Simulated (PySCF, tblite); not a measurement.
# C₃H₁₀OPSi₂ radical: geometry, infrared bands and EPR parameters

What infrared bands and EPR parameters should C₃H₁₀OPSi₂ radical (`CO[SiH2]/C=[C]\[SiH2]P`) show?

Programs: tblite 0.8.0 and PySCF 2.14.0, with density-fitted response routines of our own. Each step states its level of theory. These are calculated values for one molecule in the gas phase, unless marked as measured. Atoms are numbered from 0 throughout.

### 1 The molecule as given

17 atoms, charge 0, multiplicity 2; geometry from: force field or distance geometry start.

Bonds of the start (Å): C0–O1 1.43, O1–Si2 1.66, Si2–C3 1.81, C3–C4 1.31, C4–Si5 1.87, Si5–P6 2.22, C0–H7 1.10, C0–H8 1.10, C0–H9 1.09, Si2–H10 1.48, Si2–H11 1.49, C3–H12 1.08, Si5–H13 1.49, Si5–H14 1.48, P6–H15 1.41, P6–H16 1.41.

### 2 Geometry optimisation with GFN2-xTB

What the job is given:

```
{"job": {"kind": "relax", "xc": "GFN2-xTB", "basis": "xTB"}, "charge": 0, "multiplicity": 2}
C     -1.981500     0.064900     1.592700
O     -2.646400     0.173700     0.327800
Si    -1.731200     0.599500    -0.989500
C     -0.598600    -0.701200    -1.540000
C      0.612100    -0.780800    -1.052200
Si     2.335000    -0.830700    -0.337400
P      2.274800     0.365400     1.533600
H     -1.500100     1.015300     1.877700
H     -2.742700    -0.160600     2.352100
H     -1.265400    -0.751200     1.601800
H     -0.986300     1.836200    -0.669200
H     -2.670700     0.917600    -2.103100
H     -0.978500    -1.432500    -2.231700
H      2.756900    -2.217700    -0.014500
H      3.317500    -0.190700    -1.248600
H      3.668700     0.472600     1.734100
H      2.129400     1.632200     0.929700
```

Launch:

```console
> OMP_NUM_THREADS=1 python probes_run.py task.json out
```

This one command runs all jobs of the session in turn.

The program printed:

```text
step      E/eV     max force
  0    -584.38828    3.141
  1    -584.59977    1.412
  2    -584.64574    1.344
  3    -584.67094    0.428
  4    -584.69032    0.568
  5    -584.72631    0.675
  6    -584.74055    0.362
  7    -584.75271    0.299
  8    -584.76179    0.306
  9    -584.77229    0.379
 10    -584.78218    0.382
 11    -584.79035    0.216
 12    -584.79575    0.205
 13    -584.80006    0.177
 14    -584.80400    0.211
 15    -584.80698    0.134
 16    -584.80913    0.125
 17    -584.81141    0.121
 18    -584.81447    0.179
 19    -584.81826    0.191
 20    -584.82178    0.150
 21    -584.82413    0.109
 22    -584.82576    0.132
 23    -584.82758    0.188
 24    -584.82977    0.193
 25    -584.83179    0.142
 26    -584.83324    0.086
 27    -584.83430    0.075
 28    -584.83540    0.114
 29    -584.83670    0.146
 30    -584.83799    0.140
 31    -584.83906    0.098
 32    -584.84000    0.077
 33    -584.84106    0.084
 34    -584.84240    0.112
 35    -584.84390    0.126
 36    -584.84514    0.093
 37    -584.84598    0.090
 38    -584.84671    0.084
 39    -584.84770    0.091
 40    -584.84919    0.121
 41    -584.85114    0.114
 42    -584.85320    0.117
 43    -584.85507    0.114
 44    -584.85686    0.117
 45    -584.85897    0.127
 46    -584.86124    0.120
 47    -584.86312    0.101
 48    -584.86467    0.094
 49    -584.86637    0.106
 50    -584.86858    0.134
 51    -584.87097    0.128
 52    -584.87292    0.099
 53    -584.87434    0.093
 54    -584.87547    0.095
 55    -584.87638    0.100
 56    -584.87700    0.064
 57    -584.87742    0.056
 58    -584.87779    0.055
 59    -584.87817    0.050
 60    -584.87840    0.034
 61    -584.87854    0.028
 62    -584.87866    0.029
 63    -584.87879    0.032
 64    -584.87890    0.026
 65    -584.87900    0.022
 66    -584.87910    0.027
 67    -584.87925    0.032
 68    -584.87945    0.041
 69    -584.87967    0.034
 70    -584.87984    0.026
 71    -584.87997    0.025
 72    -584.88014    0.035
 73    -584.88041    0.051
 74    -584.88080    0.052
 75    -584.88123    0.052
 76    -584.88163    0.061
 77    -584.88207    0.061
 78    -584.88272    0.088
 79    -584.88366    0.107
 80    -584.88462    0.080
 81    -584.88529    0.056
 82    -584.88569    0.064
 83    -584.88611    0.064
 84    -584.88675    0.094
 85    -584.88771    0.091
 86    -584.88857    0.060
 87    -584.88901    0.057
 88    -584.88921    0.052
 89    -584.88955    0.034
 90    -584.88990    0.032
 91    -584.89013    0.026
 92    -584.89023    0.020
 93    -584.89028    0.017
 94    -584.89034    0.020
 95    -584.89042    0.023
 96    -584.89049    0.022
 97    -584.89055    0.017
 98    -584.89061    0.021
 99    -584.89070    0.026
100    -584.89085    0.030
101    -584.89103    0.029
102    -584.89120    0.032
103    -584.89135    0.034
104    -584.89152    0.033
105    -584.89173    0.046
106    -584.89196    0.045
107    -584.89214    0.032
108    -584.89229    0.027
109    -584.89245    0.032
110    -584.89266    0.044
111    -584.89288    0.047
112    -584.89306    0.034
113    -584.89323    0.030
114    -584.89346    0.048
115    -584.89382    0.073
116    -584.89431    0.090
117    -584.89483    0.082
118    -584.89524    0.056
119    -584.89558    0.067
120    -584.89603    0.077
121    -584.89676    0.068
122    -584.89785    0.061
123    -584.89884    0.084
124    -584.89851    0.113
125    -584.89997    0.066
126    -584.90046    0.068
127    -584.90174    0.062
128    -584.90207    0.057
129    -584.90263    0.061
130    -584.90323    0.068
131    -584.90413    0.071
132    -584.90497    0.062
133    -584.90566    0.067
134    -584.90615    0.059
135    -584.90655    0.051
136    -584.90680    0.043
137    -584.90701    0.030
138    -584.90713    0.025
139    -584.90725    0.025
140    -584.90736    0.021
141    -584.90746    0.018
142    -584.90752    0.018
143    -584.90757    0.016
144    -584.90760    0.014
145    -584.90764    0.018
146    -584.90769    0.018
147    -584.90773    0.013
148    -584.90776    0.012
149    -584.90778    0.012
150    -584.90782    0.016
151    -584.90786    0.021
152    -584.90790    0.019
153    -584.90793    0.012
154    -584.90795    0.011
155    -584.90796    0.008
```

Run time: 3.6 s. Hardware: 1 thread of Intel Xeon at 2.50GHz, shared host.

Relaxation path: (not every step is listed)

| step | energy from step 0 (eV) | largest force (eV/Å) |
| --- | --- | --- |
| 0 | 0.0000 | 3.1408 |
| 1 | -0.2115 | 1.4120 |
| 2 | -0.2575 | 1.3439 |
| 3 | -0.2827 | 0.4283 |
| 4 | -0.3020 | 0.5682 |
| 5 | -0.3380 | 0.6751 |
| 6 | -0.3523 | 0.3620 |
| 7 | -0.3644 | 0.2987 |
| 8 | -0.3735 | 0.3059 |
| 22 | -0.4375 | 0.1324 |
| 36 | -0.4569 | 0.0928 |
| 50 | -0.4803 | 0.1337 |
| 64 | -0.4906 | 0.0264 |
| 78 | -0.4944 | 0.0879 |
| 92 | -0.5019 | 0.0200 |
| 106 | -0.5037 | 0.0455 |
| 120 | -0.5077 | 0.0772 |
| 134 | -0.5179 | 0.0594 |
| 148 | -0.5195 | 0.0122 |
| 150 | -0.5195 | 0.0157 |
| 151 | -0.5196 | 0.0205 |
| 152 | -0.5196 | 0.0188 |
| 153 | -0.5196 | 0.0117 |
| 154 | -0.5197 | 0.0112 |
| 155 | -0.5197 | 0.0082 |

Distances of close pairs at the start and the end, largest changes first:

```csv
bond,before (Å),after (Å),change (Å)
Si2–C3,1.810,1.929,+0.119
Si5–P6,2.221,2.276,+0.054
O1–Si2,1.660,1.615,-0.044
C4–Si5,1.866,1.825,-0.041
C0–O1,1.433,1.395,-0.038
Si2–H11,1.491,1.453,-0.038
P6–H15,1.412,1.382,-0.030
P6–H16,1.411,1.384,-0.027
```

The end geometry stands in the next job.

### 3 Harmonic vibrations with GFN2-xTB

What the job is given:

```
{"job": {"kind": "ir", "xc": "GFN2-xTB", "basis": "xTB"}, "charge": 0, "multiplicity": 2}
C     -1.519675    -0.170811     1.606668
O     -2.186059     0.234858     0.450522
Si    -1.620879     0.788922    -0.957770
C     -0.460111    -0.504443    -1.795885
C      0.644664    -0.958051    -1.303179
Si     1.968805    -0.973523    -0.046794
P      1.886953     0.739642     1.449278
H     -0.978103     0.665744     2.057025
H     -2.264304    -0.541756     2.312272
H     -0.803517    -0.966071     1.380319
H     -0.863845     2.036231    -0.827101
H     -2.874109     0.884186    -1.687411
H     -0.843451    -0.880063    -2.739995
H      1.878435    -2.189734     0.769788
H      3.250551    -0.904572    -0.762750
H      3.228600     1.055323     1.349766
H      1.549048     1.696148     0.508454
```

The program printed:

```text
mode    cm-1     km/mol
  1      39.6      1.35
  2      43.6      1.85
  3      71.1      4.85
  4      80.9      1.15
  5     106.6      1.14
  6     120.8      0.98
  7     143.6     10.22
  8     178.2      6.31
  9     238.1      2.75
 10     284.9      1.09
 11     353.9     42.13
 12     425.8     42.61
 13     451.7     59.18
 14     491.3     53.68
 15     575.3      5.67
 16     597.7      5.06
 17     605.5     33.06
 18     640.6    101.26
 19     659.1     17.66
 20     679.1     64.28
 21     707.5     70.30
 22     714.1    127.73
 23     746.1     95.12
 24     751.1    391.73
 25     777.1    111.26
 26     798.0    259.04
 27    1113.7     55.07
 28    1127.8      1.13
 29    1135.7     27.02
 30    1161.2     11.91
 31    1166.2    124.60
 32    1413.9      0.46
 33    1471.7      7.50
 34    1473.9      7.08
 35    1766.7     51.08
 36    2182.5    274.43
 37    2204.3    179.12
 38    2231.8    228.30
 39    2303.7    184.07
 40    2346.3    296.07
 41    2390.7    126.31
 42    2938.3     22.90
 43    2944.6     23.79
 44    2950.0     41.28
 45    2989.7     21.05
```

Wall time 2.4 s (1 thread of Intel Xeon at 2.50GHz, shared host).

The strongest bands and the atoms that carry them (share of the mass-weighted mode):

```
cm⁻¹  km/mol                                   atoms
 714   127.7                      H10 37 %, H11 23 %
 751   391.7  H10 32 %, H11 27 %, H13 15 %, H14 11 %
 798   259.0    Si2 39 %, O1 16 %, H11 14 %, C0 12 %
2182   274.4                                H14 94 %
2204   179.1                                H13 93 %
2232   228.3                                H10 96 %
2304   184.1                      H16 56 %, H15 40 %
2346   296.1                                H11 96 %
```

### 4 g tensor and hyperfine couplings: B3LYP/pcH-1

Same as in step 3 but for these lines:

```diff
@@ -1,2 +1,2 @@
-{"job": {"kind": "ir", "xc": "GFN2-xTB", "basis": "xTB"}, "charge": 0, "multiplicity": 2}
+{"job": {"kind": "epr", "basis": "pcH-1"}, "charge": 0, "multiplicity": 2}
 C     -1.519675    -0.170811     1.606668
```

Method: UKS B3LYP, pcH-1 on C H O P Si, non-relativistic, mean-field spin-orbit, GIAO.

The program printed:

```text
UKS, coarse grid
  cycle   1  E = -1115.76996634  |g| = 5.68e-01
  cycle   2  E = -1115.54721718  |g| = 9.46e-01
  cycle   3  E = -1115.88003802  |g| = 1.13e-01
  cycle   4  E = -1115.88409458  |g| = 4.92e-02
  cycle   5  E = -1115.88538136  |g| = 1.18e-02
  cycle   6  E = -1115.88546497  |g| = 6.87e-03
  cycle   7  E = -1115.88549380  |g| = 3.03e-03
  cycle   8  E = -1115.88550385  |g| = 1.49e-03
  cycle   9  E = -1115.88550848  |g| = 5.15e-04
UKS, final grid
  cycle   1  E = -1115.88551512  |g| = 4.32e-04
  cycle   2  E = -1115.88551535  |g| = 4.54e-04
  cycle   3  E = -1115.88551549  |g| = 1.56e-04
  cycle   4  E = -1115.88551556  |g| = 1.54e-04
  cycle   5  E = -1115.88551559  |g| = 1.57e-05
  cycle   6  E = -1115.88551559  |g| = 7.12e-06
E = -1115.88551559 Eh   <S^2> = 0.7577 (exact 0.7500)
g shifts (ppm)      1          2          3
  rmc          -151       -151       -151
  gc             17          8        -21
  oz_so        -665       -202        481
  total        -799       -345        309
hyperfine (MHz)  atom isotope    a_iso     a_fc   dipolar eigenvalues
    0   13C       0.39       0.39     -0.55     -0.22      0.76
    1   17O      -0.62      -0.61     -3.59      1.77      1.82
    2  29Si    -116.85    -117.00    -25.13     12.30     12.83
    3   13C     -45.87     -45.86    -15.60      2.37     13.23
    4   13C     142.00     142.14    -69.86    -54.91    124.77
    5  29Si      -9.16      -9.13     -8.74      0.56      8.19
    6   31P      29.43      29.83    -33.89    -31.57     65.46
    7    1H      -0.01      -0.01     -1.17     -0.62      1.80
    8    1H       2.16       2.16     -0.74     -0.64      1.38
    9    1H       3.81       3.81     -2.26     -1.84      4.10
   10    1H       5.81       5.81     -2.23     -1.19      3.42
   11    1H      19.46      19.46     -2.01     -0.86      2.87
   12    1H     187.48     187.49     -5.66     -4.36     10.02
   13    1H       1.21       1.21     -3.50     -2.29      5.79
   14    1H      19.47      19.48     -3.70     -2.24      5.94
   15    1H       3.75       3.73     -2.73      0.32      2.41
   16    1H       1.93       1.93     -3.13     -0.36      3.49
```

Run time: 4.3 min. Hardware: 1 thread of Intel Xeon at 2.50GHz, shared host; peak memory 1.1 GiB.

Principal g values 2.00152, 2.00197, 2.00263; g(iso) = 2.00204, against 2.00232 for a free electron.

Mean a(iso) over the nuclei that a row names, and the largest dipolar term of the row (other rows stand at the frozen geometry):

```csv
nuclei,isotope,a(iso) (MHz),"a(iso) (G, at g = 2.0023)",largest dipolar term (MHz)
H12,1H,187.5,66.9,10.0
C4,13C,142.0,50.7,124.8
Si2,29Si,-116.9,-41.7,-25.1
C3,13C,-45.9,-16.4,-15.6
P6,31P,29.4,10.5,65.5
"H10, H11",1H,12.6,4.5,3.4
"H13, H14",1H,10.3,3.7,5.9
Si5,29Si,-9.2,-3.3,-8.7
"H15, H16",1H,2.8,1.0,3.5
"H7, H8, H9",1H,2.0,0.7,4.1
O1,17O,-0.6,-0.2,-3.6
C0,13C,0.4,0.1,0.8
```

Mulliken spin populations:

C0 0.00; O1 0.01; Si2 0.08; C3 -0.14; C4 0.87; Si5 -0.01; P6 0.08; H7 0.00; H8 0.00; H9 0.00; H10 0.01; H11 0.01; H12 0.08; H13 0.00; H14 0.01; H15 0.00; H16 0.00

In first order the couplings over 0.8 MHz of 1H, 31P give 408 distinct lines over 97.9 G, if the averaged nuclei exchange fast.

Orbitals, density, ELF and potential are computed afterwards from the orbital file.

ELF in a plane through or near 6 of the atoms.

Ten even steps from ' ' (0.00) to '@' (1.00):
```
                                                        
                                                        
                                                        
                                    ....                
                ..::..          ..==####==              
              ::==**==      ..::--##@@@@++              
              --**##**::    ::++==##%%++                
              ::==**++..  ::**##..====::....            
              ..--====..  --##%%++**##%%%%**::          
            ..--==++++::      ....++%%%%%%++..          
          ::--..--**  ==--..      ::++**--..            
      --%%@@@@==**##..%%%%++======--::..      ..        
    ..##@@@@@@@@++::%%%%--==%%**####--....--**++..      
      **@@@@@@@@++::####::##%%..--**::    ..--::        
      ..##@@@@==  ..**%%##++==##@@@@##..                
        ..----      ==**==..::%%@@@@@@--                
                    ....      **@@@@@@::                
                                ----..                  
                                                        
                                                        
```
The map spans 11.7 Å across and 10.8 Å up, centred on the molecule. Atoms in the plane (x, y in Å): C0 (1.2, 1.7), C3 (0.7, -1.9), C4 (-0.5, -1.6), Si5 (-2.0, -0.6), H12 (1.2, -2.8), H14 (-3.2, -1.4).

On the surface of density 0.002 e/bohr³ the electrostatic potential runs, from the 1st to the 99th percentile, from -1.09 V near O1 to 1.25 V near H11.

The spin density lies nearest to C4 63 %; C3 8 % (both signs); H12 7 %.

### 5 Outcome

| quantity | value |
| --- | --- |
| strongest single infrared mode (GFN2-xTB) | 751 cm⁻¹, 392 km/mol |
| zero-point energy (GFN2-xTB) | 69.5 kcal/mol |
| g(iso) (B3LYP) | 2.00204 |
| ⟨S²⟩ | 0.758 (exact 0.75) |
| largest a(iso) (averaged by class) | 1H on H12, 187.5 MHz |
| surface potential, 1st and 99th percentile | -1.09 V and 1.25 V |

**Reading.** The optimisation took 155 steps and gained 0.520 eV; among the close pairs (by a distance rule), Si2–C3 changed most, from 1.810 to 1.929 Å. All 45 modes are real, so the xTB geometry is a minimum. The strongest single mode, at 751 cm⁻¹, is carried by H10, H11, H13, H14. Unscaled tight-binding wavenumbers are off by several per cent, some by more. Its intensities can rank the bands wrongly. C4 carries the largest spin population, 0.87 e. The isotropic g lies 0.3 ppt below the free-electron value.
